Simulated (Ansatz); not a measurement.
Consider an equation of state with a fit of LuH2, space group Fm-3m (Ansatz's Python interface).

`run_eos.py`
```python
"""Equation of state of LuH2."""

import warnings

import ansatz as az
import numpy as np

vectors0 = np.array([
    [0.0, 2.5165, 2.5165],
    [2.5165, 0.0, 2.5165],
    [2.5165, 2.5165, 0.0],
])
sites = [
    ("Lu", (0.0, 0.0, 0.0)),
    ("H", (0.25, 0.25, 0.25)),
    ("H", (0.75, 0.75, 0.75)),
]


def build(cell):
    crystal = az.Crystal(lattice=az.Lattice.of(cell))
    for symbol, position in sites:
        crystal = crystal.atom(symbol, position)
    return crystal

warnings.simplefilter("ignore", az.DeckWarning)

# uniform scaling of the cell
volumes, energies = [], []
for scale in np.linspace(0.88, 1.12, 7):
    cell = vectors0 * scale ** (1 / 3)
    calc = (
        build(cell).calculation()
        .functional("pbesol", dispersion="d3bjatm")
        .occupations("Fermi-Dirac", width=0.1)
        .basis(500)
        .kpoints(10, 10, 10)
    )
    report = calc.run().report
    volumes.append(abs(np.linalg.det(cell)) / len(sites))
    energies.append(report["free_energy_ev"] / len(sites))
    print(f"V = {volumes[-1]:8.4f} A^3/atom  F = {energies[-1]:.5f} eV/atom")

# third-order Birch-Murnaghan: a cubic in V^(-2/3)
x = np.array(volumes) ** (-2 / 3)
poly = np.polynomial.Polynomial.fit(x, energies, 3).convert()
roots = poly.deriv().roots()
x0 = min((r.real for r in roots if abs(r.imag) < 1e-9 and poly.deriv(2)(r.real) > 0), key=lambda r: abs(r - x.mean()))
v0 = x0 ** -1.5
b0 = 4 / 9 * poly.deriv(2)(x0) * v0 ** (-7 / 3) * 160.21766
b1 = 4 + 2 / 3 * x0 * poly.deriv(3)(x0) / poly.deriv(2)(x0)
print(f"V0 = {v0:.4f} A^3/atom, B0 = {b0:.1f} GPa, dB/dP = {b1:.2f}")
```

Where does the minimum lie against the volume typed, and how stiff is the crystal?

A third-order Birch-Murnaghan fit through the 7 points has its minimum at 9.90 Å³ an atom, 6.9 % below the typed cell, with a bulk modulus of 104 GPa and dB/dP = 3.8. From that minimum the energy rises by 10.7 meV an atom on the compressed side and 97.2 meV on the expanded side. The window is off centre, so dB/dP is rough.

The output:

```console
$ python run_eos.py
V =   9.3494 A^3/atom  F = -4881.81989 eV/atom
V =   9.7743 A^3/atom  F = -4881.83009 eV/atom
V =  10.1993 A^3/atom  F = -4881.82772 eV/atom
V =  10.6243 A^3/atom  F = -4881.81514 eV/atom
V =  11.0493 A^3/atom  F = -4881.79424 eV/atom
V =  11.4742 A^3/atom  F = -4881.76657 eV/atom
V =  11.8992 A^3/atom  F = -4881.73341 eV/atom
V0 = 9.8960 A^3/atom, B0 = 103.6 GPa, dB/dP = 3.84
```

Notes:
- Total energies depend on the potentials; only differences at equal settings carry meaning.
- Dispersion corrections can be off by several per cent in the lattices of metals, and by several GPa in the pressure at a fixed cell.
- For a metal this k-point mesh is coarse: on a finer one energies can move by several to tens of meV an atom and pressures by half a GPa or more, differences at one mesh by less.
- The starting cell is as deposited in a crystallographic database; the results hold for this polymorph, which needn't be the stable one.
- The whole script took 13 s on 1 thread of Arm Neoverse V2, on a shared host, peak memory 0.39 GiB.
